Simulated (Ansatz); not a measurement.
# TiC+ (sextet): wave-function methods side by side, def2-TZVPP

An exercise on one series of results from a longer session: the logs are not shown, and one member is left open.

Method: def2-TZVPP, core rule «outside noble gas», up to 10 orbitals frozen; program: Ansatz 0.2.0, Gaussian basis.

To be run: UHF; ROHF; CCSD(T) on UHF.

## The geometry

The geometry is a PBE0/def2-TZVP stationary point (not a proven minimum).

2 atoms, charge 1, spin multiplicity 6.

Atoms are counted from 1 here; the program's logs count them from 0.

Bond lengths: Ti1–C2 2.000 Å.

The first run:

in.yaml reads:

```yaml
crystal:
  periodic: [false, false, false]
  atoms:
    - {symbol: Ti, position_ang: [0.000000, 0.000000, 0.000000]}
    - {symbol: C, position_ang: [0.000000, 0.000000, 2.000400]}
basis:
  gaussian: {orbitals: def2-TZVPP}
total_charge: 1
magnetization: {spin_polarized: true, initial_magnetization: 5}
hamiltonian: {xc: hf}
output: {orbitals: {seedname: orbitals}}
```

Command:

```console
> ansatz run in.yaml --threads 1 --pin off --events-out ev --progress --plain --max-ram 4096MiB --backend cpu
```

Among the steps run: UHF; ROHF; CCSD(T) on UHF.

One of the session's tables, all rows but one given; the rest of the session is left out.

| method | from UCCSD(T) (kJ/mol) |
| --- | --- |
| ROHF | +387.5 |
| UHF | +373.4 |
| UMP2 | +83.1 |
| UCCSD | ? |
| UCCSD(T) | 0 |

Estimate the missing values for UCCSD.

The run gave: from UCCSD(T) (kJ/mol): +18.8. In the column «from UCCSD(T) (kJ/mol)» it lies between UCCSD(T) (0) and UMP2 (+83.1).
